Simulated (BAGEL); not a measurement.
**HF/pcseg-1 (density fitting with svp-jkfit) run of GeH4O (SMILES [OH][GeH3])**

Wanted: a geometry optimisation of GeH4O. 

The calculation is run with BAGEL 1.2.2.

4 further runs of the same task are left out: 4 that didn't finish.

### Step 1. The molecule

GeH4O has 6 atoms, charge 0, and is taken as a singlet. As SMILES, `[OH][GeH3]`. The shape comes from a force field and isn't a relaxed structure. The run starts from this shape.

Bond lengths: O1–Ge2 1.850 Å, O1–H3 0.928 Å, Ge2–H4 1.483 Å, Ge2–H5 1.562 Å, Ge2–H6 1.561 Å. Angles: O1–Ge2–H4 110.2°, O1–Ge2–H5 108.4°, O1–Ge2–H6 110.1°, Ge2–O1–H3 101.0°, H4–Ge2–H5 107.7°, H4–Ge2–H6 110.9°, H5–Ge2–H6 109.4°.

### Step 2. A geometry optimisation at HF/pcseg-1 (density fitting with svp-jkfit)

The input, calc.json:

```json
{ "bagel" : [

{
  "title" : "molecule",
  "basis" : "pcseg-1.json",
  "df_basis" : "svp-jkfit",
  "geometry" : [
    { "atom" : "O", "xyz" : [  0.95072121, -2.48858033,  0.85340032 ] },
    { "atom" : "Ge", "xyz" : [ -0.54310729,  0.42121995, -0.38304749 ] },
    { "atom" : "H", "xyz" : [  2.34666190, -1.82188496,  1.68015550 ] },
    { "atom" : "H", "xyz" : [ -2.86576967, -0.21731850, -1.81602681 ] },
    { "atom" : "H", "xyz" : [  1.33924890,  1.71454851, -2.25444327 ] },
    { "atom" : "H", "xyz" : [ -1.14819759,  2.27126183,  1.83284537 ] }
  ]
},
{
  "title" : "optimize",
  "maxiter" : 40,
  "method" : [
    {
      "title" : "hf"
    }
  ]
}

]}
```

The basis set pcseg-1 is read from a file made from the Basis Set Exchange's data (not shown).

Command:

```console
$ BAGEL_NUM_THREADS=1 BAGEL calc.json > calc.out
```

What values should one expect? Wanted: total energy at the end.

Computed results:

Level: HF/pcseg-1 (density fitting with svp-jkfit).

```
               quantity           value
total energy at the end  -2152.26364 Eh
```

In words: At the final geometry: Bond lengths: O1–Ge2 1.795 Å, O1–H3 0.946 Å, Ge2–H4 1.521 Å, Ge2–H5 1.529 Å, Ge2–H6 1.530 Å. Angles: O1–Ge2–H4 104.8°, O1–Ge2–H5 109.5°, O1–Ge2–H6 109.4°, Ge2–O1–H3 116.3°, H4–Ge2–H5 111.5°, H4–Ge2–H6 111.6°, H5–Ge2–H6 109.8°. The optimisation took 9 steps and changed the energy by -0.188 eV.
